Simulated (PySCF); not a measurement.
# U-r2SCAN/STO-6G run of SnH2F (SMILES [F][SnH2])

Aim: the vertical ionisation energy of SnH2F at U-r2SCAN/STO-6G, from 2 runs. Input form: a Python script.

The calculation is run with PySCF 2.14.0.

4 further runs of the same task are left out: 4 set aside as unsound or not needed.

### Step 1. The molecule

The species is SnH2F (4 atoms), meant as a doublet with charge 0. As SMILES, `[F][SnH2]`. Geometry: relaxed at PBE0-D4/def2-TZVP.

Bond lengths: F1–Sn2 1.932 Å, Sn2–H3 1.726 Å, Sn2–H4 1.726 Å. Angles: F1–Sn2–H3 103.3°, F1–Sn2–H4 103.3°, H3–Sn2–H4 113.3°.

### Step 2. A single-point energy at U-r2SCAN/STO-6G

input.py reads:

```python
from pyscf import gto, dft

molecule = gto.M(
    atom='F -1.552600 -0.190000 0.640700; Sn 0.028300 -0.242200 -0.468300; H 1.184100 -1.054400 0.524100; H 0.395700 1.426200 -0.716700',
    spin=1,
    verbose=4,
    max_memory=1860,
    charge=0,
    basis='sto-6g',
)

mf = dft.UKS(molecule)
mf.xc = 'r2scan'
mf.conv_tol = 1e-10
mf.grids.level = 5
mf.kernel()
if not mf.converged:
    mf = mf.newton().run(mf.mo_coeff, mf.mo_occ)

etot = mf.e_tot
print(f'total energy: {etot:.8f} hartree')
```

Command:

```bash
OMP_NUM_THREADS=1 python input.py
```

What it wrote:

```text
PySCF version 2.14.0

[INPUT] num. atoms = 4
[INPUT] num. electrons = 61
[INPUT] charge = 0
[INPUT] spin (= nelec alpha-beta = 2S) = 1
[INPUT] symmetry False subgroup None
[INPUT] Mole.unit = angstrom
[INPUT] Symbol           X                Y                Z      unit          X                Y                Z       unit  Magmom
[INPUT]  1 F     -1.552600000000  -0.190000000000   0.640700000000 AA   -2.933988781000  -0.359047963667   1.210747528009 Bohr   0.0
[INPUT]  2 Sn     0.028300000000  -0.242200000000  -0.468300000000 AA    0.053479249325  -0.457691667370  -0.884958744134 Bohr   0.0
[INPUT]  3 H      1.184100000000  -1.054400000000   0.524100000000 AA    2.237624704097  -1.992527225741   0.990405461885 Bohr   0.0
[INPUT]  4 H      0.395700000000   1.426200000000  -0.716700000000 AA    0.747764627490   2.695127398855  -1.354366713476 Bohr   0.0

nuclear repulsion = 157.420770927441
number of shells = 16
number of NR pGTOs = 204
number of NR cGTOs = 34
basis = sto-6g
ecp = {}

******** <class 'pyscf.dft.uks.UKS'> ********
method = UKS
initial guess = minao
damping factor = 0
level_shift factor = 0
DIIS = <class 'pyscf.scf.diis.CDIIS'>
diis_start_cycle = 1
diis_space = 8
diis_damp = 0
SCF conv_tol = 1e-10
SCF conv_tol_grad = None
SCF max_cycles = 50
direct_scf = True
direct_scf_tol = 1e-13
number electrons alpha = 31  beta = 30
XC library pyscf.dft.libxc version 7.0.0
    S. Lehtola, C. Steigemann, M. J.T. Oliveira, and M. A.L. Marques.,  SoftwareX 7, 1–5 (2018)
XC functionals = r2scan
    J. W. Furness, A. D. Kaplan, J. Ning, J. P. Perdew, and J. Sun.,  J. Phys. Chem. Lett. 11, 8208-8215 (2020)
    J. W. Furness, A. D. Kaplan, J. Ning, J. P. Perdew, and J. Sun.,  J. Phys. Chem. Lett. 11, 9248-9248 (2020)
    J. W. Furness, A. D. Kaplan, J. Ning, J. P. Perdew, and J. Sun.,  J. Phys. Chem. Lett. 11, 8208-8215 (2020)
    J. W. Furness, A. D. Kaplan, J. Ning, J. P. Perdew, and J. Sun.,  J. Phys. Chem. Lett. 11, 9248-9248 (2020)
radial grids:
    Treutler-Ahlrichs [JCP 102, 346 (1995); DOI:10.1063/1.469408] (M4) radial grids

becke partition: Becke, JCP 88, 2547 (1988); DOI:10.1063/1.454033
pruning grids: <function nwchem_prune>
grids dens level: 5
symmetrized grids: False
atomic radii adjust function: <function treutler_atomic_radii_adjust>
small_rho_cutoff = 0
Set gradient conv threshold to 1e-05
tot grids = 137960
init E= -6083.11458929352
[... the frontier-level lines of each cycle are left out ...]


cycle= 1 E= -6097.07438458334  delta_E=  -14  |g|= 0.265  |ddm|= 1.72
cycle= 2 E= -6096.42935214975  delta_E= 0.645  |g|= 0.994  |ddm|= 1.84
cycle= 3 E= -6097.13865061818  delta_E= -0.709  |g|= 0.068  |ddm|= 1.46
cycle= 4 E= -6097.14267078201  delta_E= -0.00402  |g|= 0.0344  |ddm|= 0.202
cycle= 5 E= -6097.14388232072  delta_E= -0.00121  |g|= 0.00224  |ddm|= 0.0732
cycle= 6 E= -6097.14388827549  delta_E= -5.95e-06  |g|= 0.000305  |ddm|= 0.00541
cycle= 7 E= -6097.14388855143  delta_E= -2.76e-07  |g|= 7.58e-05  |ddm|= 0.00166
cycle= 8 E= -6097.14388856616  delta_E= -1.47e-08  |g|= 1.44e-05  |ddm|= 0.000389
cycle= 9 E= -6097.14388856677  delta_E= -6.14e-10  |g|= 3.37e-06  |ddm|= 8.08e-05
cycle= 10 E= -6097.1438885668  delta_E= -3e-11  |g|= 8.03e-07  |ddm|= 1.55e-05
Extra cycle  E= -6097.1438885668  delta_E= 3.64e-12  |g|= 1.69e-06  |ddm|= 4.73e-06
converged SCF energy = -6097.1438885668  <S^2> = 0.75092929  2S+1 = 2.0009291
total energy: -6097.14388857 hartree
```

It took 19 s on 1 thread of Arm Neoverse N1, shared host; peak memory 0.28 GiB.

### Step 3. The singlet cation, same level

mol.xyz reads:

```xyz
4

F     -1.552600    -0.190000     0.640700
Sn     0.028300    -0.242200    -0.468300
H      1.184100    -1.054400     0.524100
H      0.395700     1.426200    -0.716700
```

calc.py reads:

```python
from pyscf import gto, dft

mol = gto.Mole()
mol.atom = 'mol.xyz'
mol.max_memory = 1860
mol.verbose = 3
mol.charge = 1
mol.basis = 'sto-6g'
mol.build()

ks = dft.RKS(mol, xc='r2scan')
ks.grids.level = 5
ks.conv_tol = 1e-10
ks.kernel()
if not ks.converged:
    ks = ks.newton().run(ks.mo_coeff, ks.mo_occ)

e_tot = ks.e_tot
print('E = %.10f Eh' % e_tot)
```

Command:

```bash
OMP_NUM_THREADS=1 python calc.py
```

What it wrote:

```text
converged SCF energy = -6096.92745154551
E = -6096.9274515455 Eh
```

It took 12 s on 1 thread of Arm Neoverse N1, shared host; peak memory 0.27 GiB.

### Step 4. Results

Level: U-r2SCAN/STO-6G.

```
                                          quantity           value
                       doublet SnH2F: total energy  -6097.14389 Eh
                      doublet SnH2F: dipole moment          0.90 D
 doublet SnH2F: HOMO energy (highest over α and β)        -1.95 eV
  doublet SnH2F: LUMO energy (lowest over α and β)        -0.07 eV
                               doublet SnH2F: ⟨S²⟩           0.751
                      singlet cation: total energy  -6096.92745 Eh
                       singlet cation: HOMO energy       -11.68 eV
                       singlet cation: LUMO energy        -9.59 eV
                     singlet cation: HOMO–LUMO gap         2.09 eV
vertical ionisation energy (to the singlet cation)        5.890 eV
```

In words: The vertical ionisation energy comes to 5.89 eV (136 kcal/mol). Only the singlet of the ionised species was computed; a triplet could lie lower. In a minimal basis such a difference can be off by several eV, whatever the method. Mulliken charges (doublet SnH2F) run from -0.23 on F1 to +0.54 on Sn2. Relativity is left out (doublet SnH2F) although the molecule holds a heavy atom. Mulliken charges (singlet cation) run from -0.08 on F1 to +1.14 on Sn2; they depend strongly on the basis.
